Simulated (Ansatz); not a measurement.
# GaN2 (quartet): wave-function methods side by side at a displaced geometry (v1), cc-pVDZ

The task here is to estimate one member of a computed series from the others.

Computed with Ansatz 0.2.0, Gaussian basis. Level: cc-pVDZ, core rule «outside noble gas», up to 16 orbitals frozen.

To be run: UHF; CCSD(T) on ROHF; CCSD(T) on UHF; BCCD(T) on ROHF; CISD; CCSDT(Q) on ROHF; CCSDT(Q) on UHF.

44 further runs of the same task are left out: 16 for a known fault of the program, 12 that didn't finish, 16 set aside as unsound or not needed.

### What is computed

The geometry is a PBE0/def2-TZVP stationary point (not a proven minimum) with its atoms shifted at random (size 0.040 Å). No spin-orbit coupling is included. The filled d shell of Ga may be among the frozen orbitals whatever the setting's name suggests; the logs give the count.

3 atoms, charge 0, spin multiplicity 4.

Atoms are counted from 1 here; the program's logs count them from 0.

Bond lengths: N1–Ga2 1.818 Å, Ga2–N3 1.851 Å. Angles: N1–Ga2–N3 177.2°.

Set-up of the first run:

in.yaml reads:

```yaml
crystal:
  periodic: [false, false, false]
  atoms:
    - {symbol: N, position_ang: [-0.015433, -0.009008, 1.828240]}
    - {symbol: Ga, position_ang: [-0.016266, -0.025151, 0.010487]}
    - {symbol: N, position_ang: [0.031698, 0.034159, -1.838727]}
basis:
  gaussian: {orbitals: cc-pVDZ}
magnetization: {spin_polarized: true, initial_magnetization: 3}
hamiltonian: {xc: hf}
output: {orbitals: {seedname: orbitals}}
```

The run is started by

```sh
$ ansatz run in.yaml --threads 1 --pin off --events-out ev --progress --plain --max-ram 2393MiB
```

Among the steps run: UHF; CCSD(T) on ROHF; CCSD(T) on UHF; BCCD(T) on ROHF; CISD; CCSDT(Q) on ROHF; CCSDT(Q) on UHF.

One table of the session follows, with a row left open; its other results are not shown here.

```
   method  from RCCSDT(Q) (meV)
      UHF               +8930.5
     RMP2                +970.2
     UMP2               +2061.3
    RCCSD                +670.2
    UCCSD                +523.8
 RCCSD(T)                +146.6
 UCCSD(T)                     ?
  BCCD(T)                +156.4
   RCCSDT                 +93.3
   UCCSDT                 +57.9
RCCSDT(Q)                     0
UCCSDT(Q)                  -9.9
```

**Question.** Estimate the row for UCCSD(T).

**Answer.** from RCCSDT(Q) (meV): +155.7. In the column «from RCCSDT(Q) (meV)» it lies between RCCSD(T) (+146.6) and BCCD(T) (+156.4).

Not comparable, so not listed: CISD (they don't share determinant, frozen orbitals or solution with the rows shown, or repeat one).

Caveats from the session: The determinant is far from a pure spin state, so its energy mixes those of several spin states (harmless only where they are near-degenerate, as at dissociation). The report flags that the cluster equations may have other roots. Left out of the table: ROHF (another determinant or state than the rows shown). The program flags RCCSD(T), BCCD(T), RCCSDT(Q) as in doubt, so the zero of the table is itself unsure. Warnings: spin contamination; coupled cluster took another determinant than the lowest; large T1 diagnostic. Restricted and unrestricted rows rest on different reference determinants; where their highest levels disagree by more than a few hundredths of an eV, they describe different states and don't form one ladder.
